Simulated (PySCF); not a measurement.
# C8H8O: the cost of one run

Computed with PySCF 2.14.0 and routines of our own; the level stands in each step. Atoms count from 0.

### Step 1. The starting structure

17 atoms, charge 0, multiplicity 1; geometry from: GFN2-xTB.

### Step 2. Magnetic properties: GIAO PBE0/pcSseg-1

The job: settings as JSON, then the geometry in Å.

```
{"job": {"kind": "mag", "xc": "PBE0", "basis": "pcSseg-1", "isotopologues": 0}, "charge": 0, "multiplicity": 1}
C      3.696300     0.519828    -0.229313
C      2.285381     0.237290    -0.097216
C      1.117246    -0.024715     0.024683
C     -0.270009    -0.262797     0.133041
C     -0.735634    -1.376687     0.702971
O     -2.053372    -1.695353     0.853819
C     -2.944533    -0.782134     0.371763
C     -2.623361     0.360020    -0.216086
C     -1.199772     0.793178    -0.422034
H      3.844142     1.411794    -0.837692
H      4.138907     0.685378     0.753038
H      4.202725    -0.320155    -0.704684
H     -0.092918    -2.144565     1.107028
H     -3.960427    -1.111642     0.530678
H     -3.401768     1.018771    -0.565706
H     -1.014036     1.754455     0.075570
H     -0.995867     0.949367    -1.489770
```

Level: GIAO PBE0/pcSseg-1 magnetisability, rotational g tensor and spin-rotation constants, non-relativistic, gas phase.

Launch:

```console
> OMP_NUM_THREADS=1 python excited_run.py task.json out
```

The driver reads the jobs from task.json and runs them one after another.

**Question.** How long does this first job take on 1 thread of Arm Neoverse V2, shared host, and how much memory does it need?

About 44 s, with a peak of 1 GiB.
